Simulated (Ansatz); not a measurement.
# ClGeH3OSi: a ladder of functionals and wavefunction methods

An exercise on one series of results from a longer session: the logs are not shown, and one member is left open.

The runs use Ansatz 0.2.0, Gaussian basis; functionals in def2-TZVPP, the program's frozen cores in correlated methods.

Plan: LDA (SPW92), PBE-D4, revPBE-D4, BLYP-D4, r2SCAN-D4, B97M-V, PBE0-D4, B3LYP-D4, r2SCANh-D4, r2SCAN0-D4, HSE06-D4, BHLYP-D4, CAM-B3LYP-D4, LC-ωPBE, ωB97X-V, ωB97M-V, B2PLYP, PBE-QIDH; CCSD(T)/def2-SVP; CCSD(T)/def2-TZVPP; MP2/def2-QZVPP; extrapolation to the limit; RPA on PBE.

**The geometry**

An earlier PBE0-D4 in a triple-zeta def2 set relaxation fixed the geometry.

SMILES `Cl[SiH]1[O][GeH2]1`, 7 atoms, charge 0, spin multiplicity 1.

Atoms are counted from 1 here; the program's logs count them from 0.

Bond lengths: Cl1–Si2 2.039 Å, Si2–O3 1.633 Å, Si2–Ge4 2.255 Å, Si2–H5 1.478 Å, O3–Ge4 1.905 Å, Ge4–H6 1.535 Å, Ge4–H7 1.534 Å. Angles: Cl1–Si2–O3 117.0°, Cl1–Si2–Ge4 122.5°, Cl1–Si2–H5 107.1°, O3–Si2–Ge4 56.0°, O3–Si2–H5 118.0°, Ge4–Si2–H5 126.8°, Si2–O3–Ge4 78.8°, Si2–Ge4–O3 45.3°, Si2–Ge4–H6 124.6°, Si2–Ge4–H7 122.6°, O3–Ge4–H6 108.7°, O3–Ge4–H7 108.5°, H6–Ge4–H7 111.7°.

The first run:

in.yaml reads:

```yaml
crystal:
  periodic: [false, false, false]
  atoms:
    - {symbol: Cl, position_ang: [0.946668, -2.488778, 0.655655]}
    - {symbol: Si, position_ang: [-0.269326, -1.038189, -0.101796]}
    - {symbol: O, position_ang: [0.399821, 0.013176, -1.157412]}
    - {symbol: Ge, position_ang: [0.044767, 1.152857, 0.326895]}
    - {symbol: H, position_ang: [-1.537989, -1.691914, -0.484359]}
    - {symbol: H, position_ang: [-0.900248, 2.274099, -0.128214]}
    - {symbol: H, position_ang: [1.377507, 1.710650, 0.843530]}
basis:
  gaussian: {orbitals: def2-TZVPP}
hamiltonian: {xc: lda}
output: {orbitals: {seedname: orbitals}}
```

Among the steps run: LDA; PBE-D4 (GGA); revPBE-D4 (GGA); BLYP-D4 (GGA); r2SCAN-D4 (meta-GGA); B97M-V (meta-GGA); PBE0-D4 (hybrid); B3LYP-D4 (hybrid); r2SCANh-D4 (hybrid); r2SCAN0-D4 (hybrid); HSE06-D4 (hybrid); BHLYP-D4 (hybrid); CAM-B3LYP-D4 (range-separated); LC-ωPBE (range-separated); ωB97X-V (range-separated); ωB97M-V (range-separated); B2PLYP (double hybrid); PBE-QIDH (double hybrid).

One table of the session follows, with a row left open; its other results are not shown here.

It belongs to the step «Orbital energies across the functionals». 

| functional | HOMO (eV) | gap (eV) |
| --- | --- | --- |
| LDA (SPW92) | -6.25 | 3.92 |
| PBE-D4 | -6.11 | 3.99 |
| revPBE-D4 | -6.05 | 4.02 |
| BLYP-D4 | -5.97 | 3.94 |
| r2SCAN-D4 | -6.35 | 4.42 |
| B97M-V | -6.39 | 4.42 |
| PBE0-D4 | -7.20 | 5.88 |
| B3LYP-D4 | -7.01 | 5.46 |
| r2SCANh-D4 | -6.75 | 5.11 |
| r2SCAN0-D4 | -7.36 | 6.14 |
| HSE06-D4 | -6.81 | 5.12 |
| BHLYP-D4 | -8.19 | 7.75 |
| CAM-B3LYP-D4 | ? | ? |
| LC-ωPBE | -9.70 | 10.52 |
| ωB97X-V | -9.39 | 10.12 |
| ωB97M-V | -9.23 | 9.75 |

**Question.** Estimate the row for CAM-B3LYP-D4.

As computed: HOMO (eV): -8.45; gap (eV): 8.13. In the column «HOMO (eV)» it lies between ωB97M-V (-9.23) and BHLYP-D4 (-8.19).
